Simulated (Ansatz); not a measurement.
**C2H5FOSi2: one species, many methods**

The task here is to estimate one member of a computed series from the others.

Computed with Ansatz 0.2.0, Gaussian basis. Level: functionals in def2-TZVPP, the program's frozen cores in correlated methods.

The runs, in order: LDA (SPW92), PBE-D4, revPBE-D4, BLYP-D4, r2SCAN-D4, B97M-V, PBE0-D4, B3LYP-D4, r2SCANh-D4, r2SCAN0-D4, HSE06-D4, BHLYP-D4, CAM-B3LYP-D4, LC-ωPBE, ωB97X-V, ωB97M-V, B2PLYP, PBE-QIDH; CCSD(T)/def2-SVP; CCSD(T)/def2-TZVPP; MP2/def2-QZVPP; extrapolation to the limit; RPA on PBE.

## The relaxed structure

An earlier PBE0-D4 in a triple-zeta def2 set relaxation fixed the geometry.

SMILES `FC1=C[SiH2]O[SiH2]1`, 11 atoms, charge 0, spin multiplicity 1.

Atoms are counted from 1 here; the program's logs count them from 0.

Bond lengths: F1–C2 1.342 Å, C2–C3 1.333 Å, C2–Si6 1.887 Å, C3–Si4 1.860 Å, C3–H7 1.087 Å, Si4–O5 1.659 Å, Si4–H8 1.484 Å, Si4–H9 1.484 Å, O5–Si6 1.648 Å, Si6–H10 1.483 Å, Si6–H11 1.483 Å. Angles: F1–C2–C3 122.6°, F1–C2–Si6 122.1°, C3–C2–Si6 115.3°, C2–C3–Si4 110.8°, C2–C3–H7 121.5°, Si4–C3–H7 127.8°, C3–Si4–O5 100.6°, C3–Si4–H8 113.1°, C3–Si4–H9 113.2°, O5–Si4–H8 110.5°, O5–Si4–H9 110.5°, H8–Si4–H9 108.8°, Si4–O5–Si6 115.6°, C2–Si6–O5 97.7°, C2–Si6–H10 112.7°, C2–Si6–H11 112.7°, O5–Si6–H10 111.9°, O5–Si6–H11 111.9° and more.

Coordinates:

```xyz
11
C2H5FOSi2
F     2.28386   -0.78111   -0.94862
C     1.11253   -0.39572   -0.41816
C     0.77477   -0.65864    0.84432
Si   -0.91183    0.02239    1.23098
O    -1.30809    0.70459   -0.22873
Si   -0.17384    0.55839   -1.41519
H     1.44121   -1.20277    1.50792
H    -0.89373    1.05368    2.29843
H    -1.89510   -1.02738    1.59771
H    -0.68491   -0.20992   -2.57590
H     0.32043    1.87957   -1.87227
```

Set-up of the first run:

Contents of in.yaml:

```yaml
crystal:
  periodic: [false, false, false]
  atoms:
    - {symbol: F, position_ang: [2.283860, -0.781107, -0.948621]}
    - {symbol: C, position_ang: [1.112533, -0.395716, -0.418156]}
    - {symbol: C, position_ang: [0.774770, -0.658641, 0.844325]}
    - {symbol: Si, position_ang: [-0.911827, 0.022392, 1.230979]}
    - {symbol: O, position_ang: [-1.308092, 0.704594, -0.228725]}
    - {symbol: Si, position_ang: [-0.173837, 0.558395, -1.415193]}
    - {symbol: H, position_ang: [1.441207, -1.202766, 1.507921]}
    - {symbol: H, position_ang: [-0.893726, 1.053681, 2.298431]}
    - {symbol: H, position_ang: [-1.895103, -1.027380, 1.597715]}
    - {symbol: H, position_ang: [-0.684913, -0.209921, -2.575902]}
    - {symbol: H, position_ang: [0.320429, 1.879571, -1.872275]}
basis:
  gaussian: {orbitals: def2-TZVPP}
hamiltonian: {xc: lda}
output: {orbitals: {seedname: orbitals}}
```

Among the steps run: LDA; PBE-D4 (GGA); revPBE-D4 (GGA); BLYP-D4 (GGA); r2SCAN-D4 (meta-GGA); B97M-V (meta-GGA); PBE0-D4 (hybrid); B3LYP-D4 (hybrid); r2SCANh-D4 (hybrid); r2SCAN0-D4 (hybrid); HSE06-D4 (hybrid); BHLYP-D4 (hybrid); CAM-B3LYP-D4 (range-separated); LC-ωPBE (range-separated); ωB97X-V (range-separated); ωB97M-V (range-separated); B2PLYP (double hybrid); PBE-QIDH (double hybrid).

One table of the session follows, with a row left open; its other results are not shown here.

It belongs to the step «Orbital energies across the functionals». 

```
  functional  HOMO (eV)  gap (eV)
 LDA (SPW92)      -6.92      4.98
      PBE-D4      -6.78      5.07
   revPBE-D4      -6.72      5.09
     BLYP-D4      -6.63      5.07
   r2SCAN-D4      -7.03      5.48
      B97M-V      -7.12      5.53
     PBE0-D4      -7.98      7.22
    B3LYP-D4      -7.75      6.79
  r2SCANh-D4      -7.48      6.28
  r2SCAN0-D4      -8.15      7.48
    HSE06-D4      -7.58      6.44
    BHLYP-D4          ?         ?
CAM-B3LYP-D4      -9.29      9.70
     LC-ωPBE     -10.65     12.18
     ωB97X-V     -10.28     11.76
     ωB97M-V     -10.17     11.53
```

Estimate the missing values for BHLYP-D4.

Worked estimate for «HOMO (eV)». Against the share of exact exchange, BLYP-D4 (0, -6.63), B3LYP-D4 (0.2, -7.75) give a slope of -5.60 per unit share; at 0.5 the line stands at -9.43.

The run gave: HOMO (eV): -9.03; gap (eV): 9.37. In «HOMO (eV)» the line misses by -0.40.
